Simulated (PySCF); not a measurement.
**OsSe₃: a ladder of methods**

Aim: at the PBE0 minimum of singlet OsSe₃, found before, compare methods on energies and levels.

Method: several methods, basis Os def2-SVP with ECP60, Se def2-SVP, scalar-relativistic core potentials, no spin–orbit coupling, density fitting; program: PySCF 2.14.0.

### Step 1. The starting structure

4 atoms, charge 0, spin multiplicity 1.

Bond lengths: Os1–Se2 2.203 Å, Os1–Se3 2.203 Å, Os1–Se4 2.203 Å. Angles: Se2–Os1–Se3 120.0°, Se2–Os1–Se4 120.0°, Se3–Os1–Se4 120.0°.

Z-matrix (Å, degrees; charge 0 multiplicity 1):
```
Os
Se 1 2.2029
Se 1 2.2029 2 120.00
Se 1 2.2029 2 120.00 3 180.00
```

### Step 2. PBE0

The steps are one call of a driver around PySCF; scf.py gives each level's set-up. Each SCF starts from the density of the minimum. The driver also runs the species with one electron less or more at the same geometry (one less: multiplicity 2, one more: multiplicity 2); their logs are not shown.

File scf.py:

```python
from pyscf import gto, scf, dft
mol = gto.M(atom='''
Os    -0.000000     0.000000    -0.000000
Se     2.202943     0.000018     0.000000
Se    -1.101487     1.907796    -0.000000
Se    -1.101456    -1.907814     0.000000''',
    basis={'Os': 'def2-SVP', 'Se': 'def2-SVP'},
    ecp={'Os': 'def2-SVP'},
    charge=0, spin=0)
mf = dft.RKS(mol, xc='PBE0')
mf.grids.atom_grid = (99, 590)
aux = {'Os': 'def2-universal-JKFIT', 'Se': 'def2-universal-JKFIT'}
mf = mf.density_fit(auxbasis=aux)
mf.kernel()
```

### Step 3. HF

Edit scf.py of step 2 so:

```diff
@@ -10,2 +10 @@
-mf = dft.RKS(mol, xc='PBE0')
-mf.grids.atom_grid = (99, 590)
+mf = scf.RHF(mol)
```

### Step 4. MP2

Edit scf.py of step 3 so:

```diff
@@ -13,0 +14,2 @@
+from pyscf.mp import dfmp2
+dfmp2.DFMP2(mf, frozen=27).kernel()  # the driver gives MP2 a fitting basis of its own (RI)
```

### Step 5. PBE

Edit scf.py of step 4 so:

```diff
@@ -10 +10,2 @@
-mf = scf.RHF(mol)
+mf = dft.RKS(mol, xc='PBE')
+mf.grids.atom_grid = (99, 590)
@@ -14,2 +14,0 @@
-from pyscf.mp import dfmp2
-dfmp2.DFMP2(mf, frozen=27).kernel()  # the driver gives MP2 a fitting basis of its own (RI)
```

### Step 6. r2SCAN

Edit scf.py of step 5 so:

```diff
@@ -10 +10 @@
-mf = dft.RKS(mol, xc='PBE')
+mf = dft.RKS(mol, xc='R2SCAN')
```

(Steps that only read results are left out.)

**Question.** What will these runs give? Wanted: atomisation energy, range; vertical ionisation energy, range; vertical electron affinity, range; orbital gap, range.

As calculated:

| quantity | value |
| --- | --- |
| atomisation energy, range | 170 (HF) to 1287 (PBE) kJ/mol |
| vertical ionisation energy, range | 8.02 (HF) to 10.06 (MP2) eV |
| vertical electron affinity, range | 0.91 (MP2) to 2.77 (HF) eV |
| orbital gap, range | 1.38 (PBE) to 7.98 (HF) eV |

The atomisation energy spreads over 1117 kJ/mol, from HF to PBE; without a CCSD(T) value for it there is no yardstick here. Spin contamination is strong in at least one of the open-shell species at HF, MP2. Without diffuse functions electron affinities tend to come out too low. With an element this heavy the missing spin–orbit coupling can shift these numbers.
